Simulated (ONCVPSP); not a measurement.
# Cu: the cost of one run

Program: ONCVPSP 4.0.1.1 (patched build). Reference atom: LDA (Perdew-Wang 92), scalar-relativistic, spherical and spin-unpolarised. All values are calculated.

## Step 1: The atom and the settings

Typed settings, in words:

```
element                 : copper (Cu, Z = 29)
type                    : optimised norm-conserving Vanderbilt (ONCV)
frozen core             : [Ne]
valence charge          : 19
reference configuration : 3s2 3p6 3d10 4s1
partial waves           : 3s+4s: rc 1.20 bohr, ncon 3, nbas 7, qcut 10.1 1/bohr, 2 projectors; 3p: rc 1.10 bohr, ncon 3, nbas 6, qcut 11.8 1/bohr, 3 projectors, debl 3.8 Ha; 3d: rc 0.95 bohr, ncon 4, nbas 9, qcut 18.5 1/bohr, 3 projectors, debl 2.9 Ha
local potential         : polynomial inside 0.95 bohr (lpopt 3, dvloc0 2 Ha)
core correction         : Teter function, parameters optimised by the program
```

An earlier all-electron run gives the scale for the radii.

All-electron outer shells of the reference configuration (LDA (PZ), scalar-relativistic, ld1.x):

```json
{"shell": "2p", "level (eV)": "-916.44", "outermost node (bohr)": "–", "outermost maximum (bohr)": "0.16"}
{"shell": "3s", "level (eV)": "-114.15", "outermost node (bohr)": "0.29", "outermost maximum (bohr)": "0.61"}
{"shell": "3p", "level (eV)": "-72.03", "outermost node (bohr)": "0.26", "outermost maximum (bohr)": "0.62"}
{"shell": "3d", "level (eV)": "-5.32", "outermost node (bohr)": "–", "outermost maximum (bohr)": "0.60"}
{"shell": "4s", "level (eV)": "-4.87", "outermost node (bohr)": "0.89", "outermost maximum (bohr)": "2.24"}
{"shell": "4p", "level (eV)": "-0.79", "outermost node (bohr)": "0.98", "outermost maximum (bohr)": "3.52"}
```

## Step 2: The generation run

Input file Cu.dat:

```
# ATOM AND REFERENCE CONFIGURATION
# atsym  z   nc   nv     iexc    psfile
  Cu 29.00    3    4  -001012      upf
#
#   n    l    f
    1    0    2.00
    2    0    2.00
    2    1    6.00
    3    0    2.00
    3    1    6.00
    3    2   10.00
    4    0    1.00
#
# PSEUDOPOTENTIAL AND OPTIMIZATION
# lmax
    2
#
#   l,   rc,      ep,       ncon, nbas, qcut
    0    1.20    0.00    3    7   10.10
    1    1.10    0.00    3    6   11.80
    2    0.95    0.00    4    9   18.50
#
# LOCAL POTENTIAL
# lloc, lpopt,  rc(5),   dvloc0
    4    3    0.95    2.00
#
# VANDERBILT-KLEINMAN-BYLANDER PROJECTORs
# l, nproj, debl
    0    2    3.20
    1    3    3.80
    2    3    2.90
#
# MODEL CORE CHARGE
# icmod, fcfact, rcfact
    4    0.50    0.00
#
# LOG DERIVATIVE ANALYSIS
# epsh1, epsh2, depsh
   -6.00    5.00    0.04
#
# OUTPUT GRID
# rlmax, drl
    6.00    0.01
#
# TEST CONFIGURATIONS
# ncnf
    4
# nvcnf
#   n    l    f
    4
    3    0    2.00
    3    1    6.00
    3    2   10.00
    4    0    0.00
#
    4
    3    0    2.00
    3    1    6.00
    3    2    9.00
    4    0    0.00
#
    4
    3    0    2.00
    3    1    6.00
    3    2    8.00
    4    0    0.00
#
    4
    3    0    2.00
    3    1    6.00
    3    2    7.00
    4    0    0.00
#
```

The run is started by

```console
$ oncvpsp.x < Cu.dat > Cu.out
```

**Question.** How long does this run take on 1 thread of AMD EPYC 9R45, shared host?

About 5.6 s.
